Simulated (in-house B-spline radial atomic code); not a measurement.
# Ce⁶⁺: ionisation energy by several methods

Wanted: one ionisation energy, Ce⁶⁺ to configuration [Kr] 4d10 5s2 5p3, up the ladder of functionals.

Method: scalar-relativistic (X2C), several functionals, spin-polarised, exact exchange averaged over the configuration; spherical all-electron atom at the radial basis limit. Code: in-house B-spline radial atomic code version 1.

### Step 1. Starting point

* element: cerium (Z = 58)
* charge: +6
* electrons: 52
* configuration: [Kr] 4d10 5s2 5p4
* nucleus: Fermi, rms radius 4.877 fm

Outer shells as boxes (Hund's rule):

[Kr] 4d10 5s2 5p4
```
[Kr] core
4d [↑↓][↑↓][↑↓][↑↓][↑↓]
5s [↑↓]
5p [↑↓][↑ ][↑ ]
```

Where spins are not typed, each open shell is filled with up spins first.

### Step 2. PBE0, a global hybrid

Settings of the run:

```ini
Z = 58
electrons = 52.0
configuration = [Kr] 4d10 5s2 5p4
hamiltonian = x2c
method = pbe0
spin_polarised = True
nucleus = fermi
rms_radius = 4.8771
mass_number = 140
atomic_mass = 139.905448433
speed_of_light = 137.035999084
exact_exchange = averaged over the configuration
```

Run with:

```bash
python run_scf.py task.json out
```

One command runs all members of the session, one after another, from task.json.

The program writes no log. Results of the run, from its result record (rounded, main fields):

```text
{
  "status": "converged",
  "scf [iteration, energy, orbital gradient]": [
    [1, -8826.55127354, 1.04],
    [2, -8843.95200121, 0.653],
    [3, -8850.78791743, 0.161],
    [4, -8851.25084229, 0.044],
    [5, -8851.27498818, 0.0197],
    [6, -8851.28248164, 0.00235],
    [7, -8851.28250944, 0.000187],
    [8, -8851.28250971, 2.03e-05],
    [9, -8851.28250972, 1.14e-06],
    [10, -8851.28250972, 4.37e-08]
  ],
  "energy [hartree]": {"total": -8851.28250972, "kinetic": 9499.40139014, "nuclear": -21419.3819186, "coulomb": 3277.7668202, "exact_exchange": -51.5280642555, "xc": -157.540737197},
  "orbitals [hartree, bohr; first row names the columns]": [
    ["name", "occ", "eps", "<r>", "<r^2>", "<1/r>", "r_max"],
    ["1s up", 1.0, -1483.6198, 0.023913, 0.0007868, 67.155, 0.014955],
    ["1s down", 1.0, -1483.6119, 0.023913, 0.00078679, 67.155, 0.014955],
    ["2s up", 1.0, -240.99248, 0.1046, 0.012973, 15.39, 0.08893],
    ["2s down", 1.0, -240.98847, 0.1046, 0.012973, 15.39, 0.08893],
    ["2p up", 3.0, -216.31981, 0.092017, 0.010352, 13.922, 0.0713],
    ["2p down", 3.0, -216.31249, 0.092018, 0.010352, 13.922, 0.071302],
    ["3s up", 1.0, -54.628298, 0.27801, 0.088444, 5.4885, 0.25463],
    ["3s down", 1.0, -54.621112, 0.278, 0.088438, 5.4884, 0.25464],
    ["3p up", 3.0, -46.707815, 0.27601, 0.0884, 5.0621, 0.2491],
    ["3p down", 3.0, -46.698599, 0.27602, 0.088403, 5.0618, 0.24912],
    ["3d up", 5.0, -35.331591, 0.2534, 0.075673, 4.7638, 0.20524],
    ["3d down", 5.0, -35.32507, 0.25339, 0.075664, 4.7639, 0.20524],
    ["4s up", 1.0, -13.494667, 0.6345, 0.45392, 2.2624, 0.59211],
    ["4s down", 1.0, -13.477918, 0.63455, 0.45388, 2.2614, 0.59235],
    ["4p up", 3.0, -10.86168, 0.67002, 0.50981, 2.0615, 0.6172],
    ["4p down", 3.0, -10.843295, 0.67012, 0.50978, 2.0603, 0.61761],
    ["4d up", 5.0, -7.0058284, 0.73462, 0.62378, 1.7987, 0.64911],
    ["4d down", 5.0, -6.9886644, 0.73269, 0.61989, 1.8021, 0.64916],
    ["5s up", 1.0, -4.08329, 1.4197, 2.2441, 0.94388, 1.328],
    ["5s down", 1.0, -3.9570438, 1.4176, 2.2409, 0.94817, 1.3221],
    ["5p up", 3.0, -3.3068303, 1.5647, 2.7322, 0.84118, 1.4549],
    ["5p down", 1.0, -3.2155171, 1.5694, 2.7534, 0.84049, 1.4526]
  ],
  "sum_r [bohr^k]": {"-1": 377.7562, "1": 27.28191, "2": 27.17369},
  "radius_at_0.001 [bohr]": 3.047,
  "radius_enclosing_fraction [bohr]": {"0.5": 0.3475, "0.9": 1.221, "0.99": 2.209},
  "slater [hartree]": {
    "F0(5s up,5s up)": 0.63233,
    "F0(5s up,5s down)": 0.63279,
    "F0(5s up,5p up)": 0.60024,
    "G1(5s up,5p up)": 0.41035,
    "F0(5s up,5p down)": 0.59928,
    "F0(5s down,5s down)": 0.63325,
    "F0(5s down,5p up)": 0.60056,
    "F0(5s down,5p down)": 0.5996,
    "G1(5s down,5p down)": 0.40838,
    "F0(5p up,5p up)": 0.57386,
    "F2(5p up,5p up)": 0.31429,
    "F0(5p up,5p down)": 0.57298,
    "F2(5p up,5p down)": 0.31324,
    "F0(5p down,5p down)": 0.57211,
    "F2(5p down,5p down)": 0.3122
  },
  "ionisation_energy [hartree]": 3.39234673
}
```

Run time: 1 s. Hardware: 1 thread, shared host.

The run also solves the next ion with the same method; the record keeps the difference, ionisation_energy. radius_at_0.001 is where the density falls to 0.001 electrons per bohr³.

Radial density 4πr²n(r) and radial functions P(r) = rR(r):

```tsv
r (bohr)	4πr²n	5s down	5p down
0.00220	13.24	0.0842	0.0036
0.00332	22.93	0.1100	0.0071
0.00501	37.37	0.1384	0.0141
0.00756	55.52	0.1634	0.0275
0.0114	71.89	0.1723	0.0520
0.0172	77.22	0.1434	0.0937
0.0260	69.44	0.0519	0.1551
0.0393	69.20	-0.1035	0.2205
0.0593	92.19	-0.2464	0.2348
0.0895	95.88	-0.2061	0.1083
0.135	73.43	0.1134	-0.1713
0.204	86.05	0.3829	-0.3467
0.308	56.18	0.0359	-0.0369
0.464	31.23	-0.5424	0.4784
0.701	31.94	-0.1523	0.2542
1.06	11.40	0.8312	-0.6383
1.60	5.533	0.8960	-0.9261
2.41	0.8831	0.3014	-0.4227
3.64	0.01382	0.0274	-0.0582
5.49	8.105e-06	0.0004	-0.0015
```

Clear maxima of the radial density (full grid of the record): 0.017, 0.073, 0.20, 0.57 bohr.

X-ray form factor of the spherical density:

```tsv
sinθ/λ (1/Å)	f (electrons)
0	52.000
0.1	50.100
0.2	45.431
0.3	40.004
0.4	35.138
0.6	27.750
0.8	22.495
1	18.913
1.4	14.637
1.8	11.346
2.5	7.156
4	4.362
6	2.520
```

### Step 3. HSE06, a range-separated hybrid

The settings differ from step 2 so:

```diff
@@ -4,3 +4,3 @@
 hamiltonian = x2c
-method = pbe0
+method = hse06
 spin_polarised = True
```

Results of the run:

```text
{
  "status": "converged",
  "iterations": 10,
  "energy [hartree]": {"total": -8851.17966635, "kinetic": 9499.41827963, "nuclear": -21419.176737, "coulomb": 3277.55650869, "exact_exchange": -50.7377484315, "xc": -158.239969266},
  "orbitals [hartree, bohr; first row names the columns]": [
    ["name", "occ", "eps", "<r>"],
    ["1s up", 1.0, -1483.6167, 0.023911],
    ["1s down", 1.0, -1483.6091, 0.023911],
    ["2s up", 1.0, -240.97215, 0.10459],
    ["2s down", 1.0, -240.96824, 0.10459],
    ["2p up", 3.0, -216.2812, 0.092018],
    ["2p down", 3.0, -216.27396, 0.09202],
    ["3s up", 1.0, -54.615364, 0.27795],
    ["3s down", 1.0, -54.608362, 0.27795],
    ["3p up", 3.0, -46.688654, 0.27598],
    ["3p down", 3.0, -46.679588, 0.27599],
    ["3d up", 5.0, -35.30929, 0.25339],
    ["3d down", 5.0, -35.302828, 0.25338],
    ["4s up", 1.0, -13.481553, 0.63448],
    ["4s down", 1.0, -13.464229, 0.63456],
    ["4p up", 3.0, -10.846905, 0.66999],
    ["4p down", 3.0, -10.828106, 0.67014],
    ["4d up", 5.0, -6.9889409, 0.73457],
    ["4d down", 5.0, -6.9717775, 0.7328],
    ["5s up", 1.0, -4.063994, 1.4204],
    ["5s down", 1.0, -3.9419053, 1.4182],
    ["5p up", 3.0, -3.2886241, 1.5658],
    ["5p down", 1.0, -3.2009108, 1.57]
  ],
  "sum_r [bohr^k]": {"-1": 377.7541, "1": 27.28703, "2": 27.18992},
  "ionisation_energy [hartree]": 3.39582888
}
```

It took 2 s on 1 thread, shared host.

### Step 4. B3LYP, a global hybrid

The settings differ from step 3 so:

```diff
@@ -4,3 +4,3 @@
 hamiltonian = x2c
-method = hse06
+method = b3lyp
 spin_polarised = True
```

Results of the run:

```text
{
  "status": "converged",
  "iterations": 10,
  "energy [hartree]": {"total": -8851.73664781, "kinetic": 9499.61732019, "nuclear": -21419.6224652, "coulomb": 3277.7992815, "exact_exchange": -41.2200889726, "xc": -168.310695295},
  "orbitals [hartree, bohr; first row names the columns]": [
    ["name", "occ", "eps", "<r>"],
    ["1s up", 1.0, -1482.801, 0.023914],
    ["1s down", 1.0, -1482.7933, 0.023914],
    ["2s up", 1.0, -240.66329, 0.10461],
    ["2s down", 1.0, -240.65929, 0.10461],
    ["2p up", 3.0, -216.06265, 0.09201],
    ["2p down", 3.0, -216.05564, 0.092011],
    ["3s up", 1.0, -54.459911, 0.27815],
    ["3s down", 1.0, -54.452987, 0.27814],
    ["3p up", 3.0, -46.5721, 0.27612],
    ["3p down", 3.0, -46.563433, 0.27612],
    ["3d up", 5.0, -35.234094, 0.25346],
    ["3d down", 5.0, -35.227644, 0.25345],
    ["4s up", 1.0, -13.413783, 0.63457],
    ["4s down", 1.0, -13.397921, 0.6346],
    ["4p up", 3.0, -10.796504, 0.67016],
    ["4p down", 3.0, -10.779259, 0.6702],
    ["4d up", 5.0, -6.9700156, 0.73466],
    ["4d down", 5.0, -6.9533942, 0.73294],
    ["5s up", 1.0, -4.057436, 1.4185],
    ["5s down", 1.0, -3.9481855, 1.417],
    ["5p up", 3.0, -3.2890303, 1.5657],
    ["5p down", 1.0, -3.2080434, 1.571]
  ],
  "sum_r [bohr^k]": {"-1": 377.7594, "1": 27.28847, "2": 27.20366},
  "ionisation_energy [hartree]": 3.40242465
}
```

Wall time 0.76 s (1 thread, shared host).

### Step 5. BHandHLYP, a global hybrid

The settings differ from step 4 so:

```diff
@@ -4,3 +4,3 @@
 hamiltonian = x2c
-method = b3lyp
+method = bhandhlyp
 spin_polarised = True
```

Results of the run:

```text
{
  "status": "converged",
  "iterations": 10,
  "energy [hartree]": {"total": -8851.65005353, "kinetic": 9499.7392159, "nuclear": -21419.4593533, "coulomb": 3277.44150476, "exact_exchange": -103.064007811, "xc": -106.307413079},
  "orbitals [hartree, bohr; first row names the columns]": [
    ["name", "occ", "eps", "<r>"],
    ["1s up", 1.0, -1488.0061, 0.023911],
    ["1s down", 1.0, -1487.9965, 0.02391],
    ["2s up", 1.0, -242.70932, 0.10456],
    ["2s down", 1.0, -242.70426, 0.10456],
    ["2p up", 3.0, -217.79886, 0.09202],
    ["2p down", 3.0, -217.78945, 0.092022],
    ["3s up", 1.0, -55.423927, 0.27773],
    ["3s down", 1.0, -55.414498, 0.27773],
    ["3p up", 3.0, -47.381988, 0.27577],
    ["3p down", 3.0, -47.369288, 0.2758],
    ["3d up", 5.0, -35.831498, 0.2532],
    ["3d down", 5.0, -35.823995, 0.25319],
    ["4s up", 1.0, -13.842907, 0.63422],
    ["4s down", 1.0, -13.820395, 0.63442],
    ["4p up", 3.0, -11.142647, 0.66968],
    ["4p down", 3.0, -11.117426, 0.67025],
    ["4d up", 5.0, -7.1584344, 0.73487],
    ["4d down", 5.0, -7.1395767, 0.73288],
    ["5s up", 1.0, -4.189834, 1.4227],
    ["5s down", 1.0, -4.0234429, 1.4216],
    ["5p up", 3.0, -3.3685902, 1.5681],
    ["5p down", 1.0, -3.2751079, 1.5753]
  ],
  "sum_r [bohr^k]": {"-1": 377.7556, "1": 27.30217, "2": 27.25039},
  "ionisation_energy [hartree]": 3.39308395
}
```

Wall time 0.78 s (1 thread, shared host).

### Step 6. LC-ωPBE, a range-separated hybrid

The settings differ from step 5 so:

```diff
@@ -4,3 +4,3 @@
 hamiltonian = x2c
-method = bhandhlyp
+method = lc_wpbe
 spin_polarised = True
```

Results of the run:

```text
{
  "status": "converged",
  "iterations": 10,
  "energy [hartree]": {"total": -8851.16880477, "kinetic": 9499.69230535, "nuclear": -21419.5142718, "coulomb": 3277.48935905, "exact_exchange": -11.2759011588, "xc": -197.560296207},
  "orbitals [hartree, bohr; first row names the columns]": [
    ["name", "occ", "eps", "<r>"],
    ["1s up", 1.0, -1479.5978, 0.023913],
    ["1s down", 1.0, -1479.5919, 0.023913],
    ["2s up", 1.0, -239.50822, 0.10462],
    ["2s down", 1.0, -239.50533, 0.10462],
    ["2p up", 3.0, -215.05729, 0.092009],
    ["2p down", 3.0, -215.0521, 0.09201],
    ["3s up", 1.0, -54.05053, 0.27826],
    ["3s down", 1.0, -54.045692, 0.27825],
    ["3p up", 3.0, -46.246191, 0.27624],
    ["3p down", 3.0, -46.240538, 0.27623],
    ["3d up", 5.0, -35.03928, 0.2536],
    ["3d down", 5.0, -35.033762, 0.25359],
    ["4s up", 1.0, -13.363938, 0.63486],
    ["4s down", 1.0, -13.352499, 0.6348],
    ["4p up", 3.0, -10.796393, 0.6705],
    ["4p down", 3.0, -10.784812, 0.67043],
    ["4d up", 5.0, -7.0535217, 0.73455],
    ["4d down", 5.0, -7.0385545, 0.73271],
    ["5s up", 1.0, -4.1924583, 1.423],
    ["5s down", 1.0, -4.0757562, 1.4159],
    ["5p up", 3.0, -3.4159125, 1.5621],
    ["5p down", 1.0, -3.3343588, 1.5655]
  ],
  "sum_r [bohr^k]": {"-1": 377.7626, "1": 27.27839, "2": 27.15773},
  "ionisation_energy [hartree]": 3.40053241
}
```

Wall time 2.6 s (1 thread, shared host).

### Step 7. ωB97X, a range-separated hybrid

The settings differ from step 6 so:

```diff
@@ -4,3 +4,3 @@
 hamiltonian = x2c
-method = lc_wpbe
+method = wb97x
 spin_polarised = True
```

Results of the run:

```text
{
  "status": "converged",
  "iterations": 10,
  "energy [hartree]": {"total": -8852.01201027, "kinetic": 9500.60402052, "nuclear": -21420.880902, "coulomb": 3277.97978382, "exact_exchange": -39.6892136051, "xc": -170.025699026},
  "orbitals [hartree, bohr; first row names the columns]": [
    ["name", "occ", "eps", "<r>"],
    ["1s up", 1.0, -1482.2699, 0.023912],
    ["1s down", 1.0, -1482.2628, 0.023912],
    ["2s up", 1.0, -240.53549, 0.1046],
    ["2s down", 1.0, -240.5316, 0.1046],
    ["2p up", 3.0, -215.93324, 0.092015],
    ["2p down", 3.0, -215.92634, 0.092016],
    ["3s up", 1.0, -54.476476, 0.2781],
    ["3s down", 1.0, -54.470328, 0.27809],
    ["3p up", 3.0, -46.59766, 0.2761],
    ["3p down", 3.0, -46.589825, 0.2761],
    ["3d up", 5.0, -35.289185, 0.25345],
    ["3d down", 5.0, -35.282965, 0.25343],
    ["4s up", 1.0, -13.498982, 0.6345],
    ["4s down", 1.0, -13.485634, 0.63463],
    ["4p up", 3.0, -10.889496, 0.67002],
    ["4p down", 3.0, -10.875761, 0.67023],
    ["4d up", 5.0, -7.0757659, 0.73426],
    ["4d down", 5.0, -7.062274, 0.73251],
    ["5s up", 1.0, -4.1756343, 1.4208],
    ["5s down", 1.0, -4.0533858, 1.4204],
    ["5p up", 3.0, -3.3948382, 1.5599],
    ["5p down", 1.0, -3.3145195, 1.5722]
  ],
  "sum_r [bohr^k]": {"-1": 377.7858, "1": 27.27309, "2": 27.13834},
  "ionisation_energy [hartree]": 3.4047928
}
```

Run time: 2.6 s. Hardware: 1 thread, shared host.

### Step 8. All methods side by side

| method | rung | total energy (hartree) | ΔSCF (eV) | −ε highest (eV) | ΔSCF less tabulated (eV) |
| --- | --- | --- | --- | --- | --- |
| PBE0 | global hybrid | -8851.2825 | 92.310 | 87.499 (5p down) | +1.310 |
| B3LYP | global hybrid | -8851.7366 | 92.585 | 87.295 (5p down) | +1.585 |
| BHandHLYP | global hybrid | -8851.6501 | 92.331 | 89.120 (5p down) | +1.331 |
| HSE06 | range-separated hybrid | -8851.1797 | 92.405 | 87.101 (5p down) | +1.405 |
| LC-ωPBE | range-separated hybrid | -8851.1688 | 92.533 | 90.733 (5p down) | +1.533 |
| ωB97X | range-separated hybrid | -8852.0120 | 92.649 | 90.193 (5p down) | +1.649 |

What this shows: Against the tabulated ionisation energy, 91 ± 2 eV (tabulated theoretical; NIST Atomic Spectra Database), the best here is PBE0 (+1.310 eV) and the worst ωB97X (+1.649 eV, or 1.8 %). The table's own uncertainty is as large as these misses, so the order means little. All methods miss on the same side by much the same amount, which points to something that they share. Relativistic terms that these runs lack can be as large as the gaps between close methods, so the nearest may be so by luck. Spin-orbit coupling is left out. Open shells are averaged (over orientations, and over spins where the run is restricted), while tables refer to the lowest levels.

Cost against accuracy (CPU time on one thread of a shared host; * marks runs that also wrote radial tables):

| method | CPU time | miss (eV) |
| --- | --- | --- |
| B3LYP | 0.76 s | +1.585 |
| BHandHLYP | 0.78 s | +1.331 |
| PBE0* | 1 s | +1.310 |
| HSE06 | 2 s | +1.405 |
| ωB97X | 2.6 s | +1.649 |
| LC-ωPBE | 2.6 s | +1.533 |
